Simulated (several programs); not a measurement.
## What each method gives for Ga2PN (ordering on zincblende)

Ga2PN, ordered on the zincblende lattice (P-4m2) with 4 atoms a cell, relaxed with r2SCAN in Ansatz, was computed with several methods. It is tetragonal, P-4m2 (No. 115); a = 3.531 Å, c = 4.957 Å in the conventional setting, 15.45 Å³ an atom. Around N lie 4 Ga at 2.04 Å; around Ga lie 2 N at 2.04 Å and 2 P at 2.29 Å; around P lie 4 Ga at 2.29 Å. These are computed values for a spin-unpolarised cell that may be hypothetical; none is a measurement.

```
N Ga P
1.0
     3.53091    0.00000    0.00000
     0.00000    3.53091    0.00000
     0.00000    0.00000    4.95713
N Ga P
1 2 1
Cartesian
  0.0000 0.0000 0.0000
  0.0000 1.7655 3.9299
  1.7655 0.0000 1.0272
  1.7655 1.7655 2.4786
```

Gaps and times are for a single point on this cell; volume and bulk modulus come from each method's own relaxation or energy curve at fixed shape, which is too stiff where a cell has free coordinates or axes. Times are rough, from shared hosts (Arm Neoverse V1), and each method has its own mesh and cell size. A double dagger marks a value from a curve with shape and coordinates held. PM6 (MOPAC), PM7 (MOPAC), GFN1-xTB (tblite), GFN2-xTB (tblite) treat a cluster of cells at its zone centre, which samples few k points: where these miss a band edge, the gap comes out too large for that reason alone. Gaps from k meshes are read at a limited set of points (mesh, symmetry points, PBE's band edges), so each method's own least gap may be somewhat smaller. xTB and the PM methods were fitted mostly to molecules, and can miss a solid's gap by electronvolts. Minimal bases can be far off for gaps. Times of the plane-wave ladder aren't listed, since it ran on unlike processors and cards. d marks a direct gap, i an indirect one (no mark: not told apart), a dash a value that wasn't computed or didn't pass its checks.

```csv
method,kind,gap (eV),own volume (Å³/atom),bulk modulus (GPa),atoms computed,processor time
light PBE (260 eV and a coarse mesh),light plane-wave,overlap 0.02,–,–,4,1.6 s
PM7 (MOPAC),semi-empirical,2.40,–,–,cluster,5.2 s
PM6 (MOPAC),semi-empirical,4.01,–,–,cluster,7.3 s
GFN1-xTB (tblite),tight binding,0,–,–,cluster,7.5 s
GFN2-xTB (tblite),tight binding,0.13,16.45‡,68‡,cluster,7.9 s
PBE/SZV (CP2K),small basis,0.44 d,16.73‡,108‡,4,9.5 s
PBE,semilocal,overlap 0.02,15.96,108‡,4,–
PBE/single zeta (GPAW),small basis,0.17 d,–,–,4,16 s
r2SCAN,semilocal,0,15.45,125‡,4,–
PBE/DZVP (CP2K),small basis,overlap 0.02,16.14‡,109‡,4,32 s
PBE+SOC,semilocal,0.01,–,–,4,–
HSE06,hybrid,0.33 d,–,–,4,–
```

Against HSE06 (0.33 eV) and with closed or daggered gaps left aside, the nearest gap at the points sampled is that of PBE/SZV (CP2K) (+0.11 eV) and the farthest that of PM6 (MOPAC) (+3.68 eV). HSE06 is only a yardstick of convenience, and nearness to it can be luck.

Volumes against r2SCAN's: PBE +3.3 %.

With PBE and r2SCAN the bands overlap or touch, or nearly. Semilocal functionals can close a real gap, so this doesn't show a metal; small gaps of other methods may in turn close between the points read or with spin-orbit coupling, and the solid may be a semimetal.

Only the rows marked +SOC include spin-orbit coupling.
